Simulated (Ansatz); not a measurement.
**Zn2S: one candidate of a structure search**

The task: take a trial cell of Zn2S to zero force and stress.

Method: DFT PBE, scalar-relativistic, plane waves, PAW, in Ansatz 0.2.0.

## 1. The starting structure

Symmetry: P4/nmm, No. 129, tetragonal system. Conventional cell: a = 3.954 Å, b = 3.954 Å, c = 5.894 Å, α = 90.00°, β = 90.00°, γ = 90.00°. Around Zn (site symmetry -4m2) lie 8 Zn at 2.51 to 2.80 Å and 4 S at 2.64 Å. Zn (site symmetry 4mm) is surrounded by 4 Zn at 2.51 Å and 5 S at 2.59 to 2.80 Å. S (site symmetry 4mm) is surrounded by 9 Zn at 2.59 to 2.80 Å.

Coordinates:

```cif
data_structure
_symmetry_space_group_name_H-M 'P 1'
_symmetry_Int_Tables_number 1
_cell_length_a 3.9537
_cell_length_b 3.9537
_cell_length_c 5.8939
_cell_angle_alpha 90.000
_cell_angle_beta 90.000
_cell_angle_gamma 90.000
_cell_volume 92.13
loop_
_atom_site_label
_atom_site_type_symbol
_atom_site_fract_x
_atom_site_fract_y
_atom_site_fract_z
_atom_site_occupancy
Zn1 Zn 0.00000 0.00000 0.00000 1
Zn2 Zn 0.50000 0.50000 0.00000 1
Zn3 Zn 0.50000 0.00000 0.26214 1
Zn4 Zn 0.00000 0.50000 0.73786 1
S1 S 0.50000 0.00000 0.70192 1
S2 S 0.00000 0.50000 0.29808 1
```

A structure generator made this guess: species swapped into a database cell of Cu2Sb (P4/nmm, No. 129), with Zn on the Cu sites and S on the Sb sites. The dimensions are guesses.

## 2. The guess as it stands, on a coarse mesh

The input, input.yaml:

```yaml
crystal:
  lattice:
    - [3.95366983, 0.0, 0.0]
    - [0.0, 3.95366983, 0.0]
    - [0.0, 0.0, 5.89391916]
  atoms:
    - { symbol: Zn, position: [0.0, 0.0, 0.0] }
    - { symbol: Zn, position: [0.5, 0.5, 0.0] }
    - { symbol: Zn, position: [0.5, 0.0, 0.26214316] }
    - { symbol: Zn, position: [0.0, 0.5, 0.73785684] }
    - { symbol: S, position: [0.5, 0.0, 0.70192224] }
    - { symbol: S, position: [0.0, 0.5, 0.29807776] }
basis:
  ecutwfc: 420
kpoints:
  mp_grid: { grid: [4, 4, 4] }
hamiltonian:
  xc: pbe
scf:
  occupations: { method: gaussian, width: 0.1 }
  lower_state_search: "off"
output:
  forces: true
  stress: true
  eigenvalues: true
```

Started as:

```sh
> ansatz run input.yaml --threads 1 --pin off --max-ram 2560MiB --backend cpu --events-out ev --progress --plain --runs-dir out
```

The session goes on with these runs: a loose first relaxation; another rough relaxation; relaxation on the finer mesh.

What does the calculation give? Wanted: conventional cell; volume; energy over the elements; gap on the mesh.

The runs gave:

| quantity | value |
| --- | --- |
| symmetry at the end (tolerance 0.05 Å) | space group P4/nmm (No. 129) |
| conventional cell | a = 3.558 Å, b = 3.558 Å, c = 8.687 Å, α = 90.00°, β = 90.00°, γ = 90.00° |
| volume | 18.33 Å³/atom |
| energy over the elements | -0.18 eV/atom |
| gap on the mesh | none (metal) |

**Reading.** The space group P4/nmm (No. 129) is kept, and the volume per atom grows by 19.4 % from the first guess. It lies below the elements, which doesn't yet make it stable: competing phases were not computed in this session. No finished test with a distortion of lower symmetry is shown, so the end may be a saddle point. The final runs have no spin polarisation, so a magnetic state may lie lower. Layers here are held mostly by dispersion, which this level lacks, so their spacing and the stiffness across them are unreliable there.
